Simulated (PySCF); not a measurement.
# As²⁺: dipole response in aug-cc-pVQZ-PP plus 1 even-tempered diffuse shell per l with ECP10

How polarisable is As²⁺ at the levels listed below?

Method: unrestricted determinants in a Gaussian basis, no spin-orbit coupling in the energies. Code: PySCF 2.14.0.

**1. What is computed**

```
Element     : arsenic (Z = 33)
Basis       : aug-cc-pVQZ-PP with one added diffuse shell each of s, p, d, f, g type with ECP10MDF (8s7p6d4f3g, 114 functions)
Hamiltonian : a scalar-relativistic core potential
State 1     : As²⁺: [Ar] 3d10 4s2 4p1, 2P determinant
Methods     : UHF, PBE, PBE0, BLYP
```

Outer shells as boxes (Hund's rule):

As2+ [Ar] 3d10 4s2 4p1
```
[Ar] core
3d [↑↓][↑↓][↑↓][↑↓][↑↓]
4s [↑↓]
4p [↑ ][  ][  ]
```

The runs were made by one driver on top of PySCF. The scripts below sum up each run's settings (the driver also hands on starting orbitals that pick excited configurations, and frozen orbitals as a list rather than a count), and the logs come from the driver's own runs. The driver starts from symmetry-adapted Hartree-Fock orbitals, holds the occupation by maximum overlap and uses a logarithmic radial grid for functionals, so a plain start would take other cycles.

The integrals over 114 functions and the set-up took 3 s of CPU time.

**2. As²⁺: the ladder of methods**

**UHF**

Contents of input.py:

```python
from pyscf import gto, scf, dft, mp, cc
import basis_set_exchange as bse
txt = bse.get_basis("aug-cc-pVQZ-PP", elements=["As"], fmt="nwchem", header=False, augment_diffuse=1)
cut = txt.index("\nECP")
mol = gto.M(atom="As 0 0 0", charge=2, spin=1, symmetry="D2h",
            basis=gto.basis.parse(txt[:cut]),
            ecp={"As": gto.basis.parse_ecp(txt[cut:])})
mf = scf.UHF(mol)
mf.irrep_nelec = {'Ag': (4, 4), 'B1g': (1, 1), 'B2g': (1, 1), 'B3g': (1, 1), 'B1u': (1, 1), 'B2u': (2, 1), 'B3u': (1, 1)}
mf.kernel()
```

Standard output:

```text
damping factor = 0
level_shift factor = 0
DIIS = <class 'pyscf.scf.diis.CDIIS'>
diis_start_cycle = 1
diis_space = 10
diis_damp = 0
SCF conv_tol = 1e-09
SCF conv_tol_grad = None
number electrons alpha = 11  beta = 10
cycle= 1 E= -330.204152111831  delta_E= -0.0037  |g|= 0.0224  |ddm|= 0.0875
cycle= 2 E= -330.204586554345  delta_E= -0.000434  |g|= 0.008  |ddm|= 0.0297
cycle= 3 E= -330.204651589991  delta_E= -6.5e-05  |g|= 0.000425  |ddm|= 0.0172
cycle= 4 E= -330.204651750334  delta_E= -1.6e-07  |g|= 0.00013  |ddm|= 0.0019
cycle= 5 E= -330.204651755215  delta_E= -4.88e-09  |g|= 2.31e-05  |ddm|= 0.000325
cycle= 6 E= -330.204651755583  delta_E= -3.68e-10  |g|= 3.5e-06  |ddm|= 0.000159
converged SCF energy = -330.204651755583  <S^2> = 0.75876351  2S+1 = 2.0087444
```

It used 36 s of CPU time after the integrals (shared host).

Orbital energies by shell (radii are means over both spins):

```csv
shell,electrons,mean orbital energy (eV),spread (eV),rms radius (bohr)
3s α,1,-241.85,0,0.641
3s β,1,-241.65,0,0.641
3p α,3,-185.01,0.006,0.668
3p β,3,-184.77,0.679,0.668
3d α,5,-78.099,0.339,0.740
3d β,5,-77.952,0.655,0.740
4s α,1,-38.965,0,1.97
4s β,1,-36.204,0,1.97
4p α,1,-27.819,0,2.31
```

⟨S²⟩ = 0.759, ⟨L²⟩ = 2.03.

The driver then solved the coupled dipole response at imaginary frequencies: mean α = 10.84 bohr³ (xx, yy, zz: 10.87, 10.76, 10.87), C₆ = 47.73 au for a like pair.

Energies and moments cover only the electrons outside the core potential.

**PBE**

input.py differs from the last one in:

```diff
@@ -7,3 +7,3 @@
             ecp={"As": gto.basis.parse_ecp(txt[cut:])})
-mf = scf.UHF(mol)
+mf = dft.UKS(mol, xc="PBE")
 mf.irrep_nelec = {'Ag': (4, 4), 'B1g': (1, 1), 'B2g': (1, 1), 'B3g': (1, 1), 'B1u': (1, 1), 'B2u': (2, 1), 'B3u': (1, 1)}
```

Standard output:

```text
damping factor = 0
level_shift factor = 0
DIIS = <class 'pyscf.scf.diis.CDIIS'>
diis_start_cycle = 1
diis_space = 10
diis_damp = 0
SCF conv_tol = 1e-09
SCF conv_tol_grad = None
number electrons alpha = 11  beta = 10
XC functionals = PBE
    J. P. Perdew, K. Burke, and M. Ernzerhof.,  Phys. Rev. Lett. 77, 3865 (1996)
    J. P. Perdew, K. Burke, and M. Ernzerhof.,  Phys. Rev. Lett. 78, 1396 (1997)
    J. P. Perdew, K. Burke, and M. Ernzerhof.,  Phys. Rev. Lett. 77, 3865 (1996)
    J. P. Perdew, K. Burke, and M. Ernzerhof.,  Phys. Rev. Lett. 78, 1396 (1997)
cycle= 1 E= -331.375374200058  delta_E= -0.00887  |g|= 0.123  |ddm|= 1.21
cycle= 2 E= -331.375409550911  delta_E= -3.54e-05  |g|= 0.119  |ddm|= 0.556
cycle= 3 E= -331.377292540755  delta_E= -0.00188  |g|= 0.00169  |ddm|= 0.295
cycle= 4 E= -331.377293152817  delta_E= -6.12e-07  |g|= 9.85e-05  |ddm|= 0.00714
cycle= 5 E= -331.377293156307  delta_E= -3.49e-09  |g|= 1.94e-06  |ddm|= 0.000455
cycle= 6 E= -331.377293156309  delta_E= -1.42e-12  |g|= 2.3e-07  |ddm|= 6.23e-06
converged SCF energy = -331.377293156309  <S^2> = 0.7517123  2S+1 = 2.0017116
```

It used 18 s of CPU time after the integrals (shared host).

The driver then solved the coupled dipole response at imaginary frequencies: mean α = 10.20 bohr³ (xx, yy, zz: 10.06, 10.49, 10.06), C₆ = 44.09 au for a like pair.

**PBE0**

input.py differs from the last one in:

```diff
@@ -7,3 +7,3 @@
             ecp={"As": gto.basis.parse_ecp(txt[cut:])})
-mf = dft.UKS(mol, xc="PBE")
+mf = dft.UKS(mol, xc="PBE0")
 mf.irrep_nelec = {'Ag': (4, 4), 'B1g': (1, 1), 'B2g': (1, 1), 'B3g': (1, 1), 'B1u': (1, 1), 'B2u': (2, 1), 'B3u': (1, 1)}
```

Standard output:

```text
damping factor = 0
level_shift factor = 0
DIIS = <class 'pyscf.scf.diis.CDIIS'>
diis_start_cycle = 1
diis_space = 10
diis_damp = 0
SCF conv_tol = 1e-09
SCF conv_tol_grad = None
number electrons alpha = 11  beta = 10
XC functionals = PBE0
    C. Adamo and V. Barone.,  J. Chem. Phys. 110, 6158 (1999)
    M. Ernzerhof and G. E. Scuseria.,  J. Chem. Phys. 110, 5029 (1999)
cycle= 1 E= -331.341287791333  delta_E= -0.00615  |g|= 0.0688  |ddm|= 0.828
cycle= 2 E= -331.341506313855  delta_E= -0.000219  |g|= 0.0565  |ddm|= 0.309
cycle= 3 E= -331.341928927183  delta_E= -0.000423  |g|= 0.00106  |ddm|= 0.142
cycle= 4 E= -331.341929501929  delta_E= -5.75e-07  |g|= 0.000108  |ddm|= 0.00279
cycle= 5 E= -331.341929505416  delta_E= -3.49e-09  |g|= 4.19e-06  |ddm|= 0.000348
cycle= 6 E= -331.34192950542  delta_E= -4.43e-12  |g|= 2.26e-07  |ddm|= 1.49e-05
converged SCF energy = -331.34192950542  <S^2> = 0.75275659  2S+1 = 2.0027547
```

CPU time 45 s on a shared host, the integrals not counted.

The driver then solved the coupled dipole response at imaginary frequencies: mean α = 10.32 bohr³ (xx, yy, zz: 10.25, 10.47, 10.25), C₆ = 44.77 au for a like pair.

**BLYP**

input.py differs from the last one in:

```diff
@@ -7,3 +7,3 @@
             ecp={"As": gto.basis.parse_ecp(txt[cut:])})
-mf = dft.UKS(mol, xc="PBE0")
+mf = dft.UKS(mol, xc="BLYP")
 mf.irrep_nelec = {'Ag': (4, 4), 'B1g': (1, 1), 'B2g': (1, 1), 'B3g': (1, 1), 'B1u': (1, 1), 'B2u': (2, 1), 'B3u': (1, 1)}
```

Standard output:

```text
damping factor = 0
level_shift factor = 0
DIIS = <class 'pyscf.scf.diis.CDIIS'>
diis_start_cycle = 1
diis_space = 10
diis_damp = 0
SCF conv_tol = 1e-09
SCF conv_tol_grad = None
number electrons alpha = 11  beta = 10
XC functionals = BLYP
    A. D. Becke.,  Phys. Rev. A 38, 3098 (1988)
    C. Lee, W. Yang, and R. G. Parr.,  Phys. Rev. B 37, 785 (1988)
    B. Miehlich, A. Savin, H. Stoll, and H. Preuss.,  Chem. Phys. Lett. 157, 200 (1989)
cycle= 1 E= -331.356840418211  delta_E= -0.00927  |g|= 0.136  |ddm|= 1.42
cycle= 2 E= -331.356851738725  delta_E= -1.13e-05  |g|= 0.133  |ddm|= 0.617
cycle= 3 E= -331.35918730594  delta_E= -0.00234  |g|= 0.00202  |ddm|= 0.337
cycle= 4 E= -331.359188223138  delta_E= -9.17e-07  |g|= 6.23e-05  |ddm|= 0.0105
cycle= 5 E= -331.359188224925  delta_E= -1.79e-09  |g|= 3.02e-06  |ddm|= 0.000428
cycle= 6 E= -331.359188224931  delta_E= -5.34e-12  |g|= 2.69e-07  |ddm|= 7.67e-06
converged SCF energy = -331.359188224931  <S^2> = 0.75129962  2S+1 = 2.0012992
```

It used 18 s of CPU time after the integrals (shared host).

The driver then solved the coupled dipole response at imaginary frequencies: mean α = 10.05 bohr³ (xx, yy, zz: 9.863, 10.42, 9.863), C₆ = 43.11 au for a like pair.

Radial density 4πr²ρ of As²⁺ at UHF, the electrons outside the core potential:

```csv
r (bohr),density,spin density
0.000936,2.99e-05,0.000
0.00157,8.31e-05,0.000
0.00265,0.000225,0.000
0.00446,0.000585,0.000
0.00749,0.00145,0.000
0.0126,0.00329,0.000
0.0212,0.00668,0.000
0.0357,0.0134,0.000
0.0600,0.0524,0.000
0.101,0.441,0.000
0.170,3.13,-0.001
0.285,14.3,0.026
0.480,30.7,0.073
0.808,15.9,-0.003
1.36,3.48,0.397
2.28,1.31,0.485
3.84,0.103,0.061
6.46,0.000329,0.000
```

**3. Polarisabilities and C₆**

As²⁺, in atomic units:

```csv
method,mean α,C₆ (like pair),S(−4)
UHF,10.84,47.73,41.50
PBE,10.20,44.09,35.95
PBE0,10.32,44.77,36.78
BLYP,10.05,43.11,34.95
```

α(iu) at BLYP:

```csv
u (hartree),α(iu) (bohr³)
0,10.05
0.0500,9.963
0.100,9.713
0.200,8.834
0.300,7.696
0.500,5.518
0.750,3.650
1.00,2.549
1.50,1.460
2.00,0.9681
3.00,0.5370
5.00,0.2459
```

**4. Summary of results**

```
 quantity                              value
α of As²⁺  10.05 (BLYP) to 10.84 (UHF) bohr³
```

**Reading.** A single London oscillator with the computed α and C₆ of As²⁺ at UHF would have ω = 4 C₆ / (3 α²) = 0.542 hartree. All values hold for this basis alone; no basis-set limit was taken.
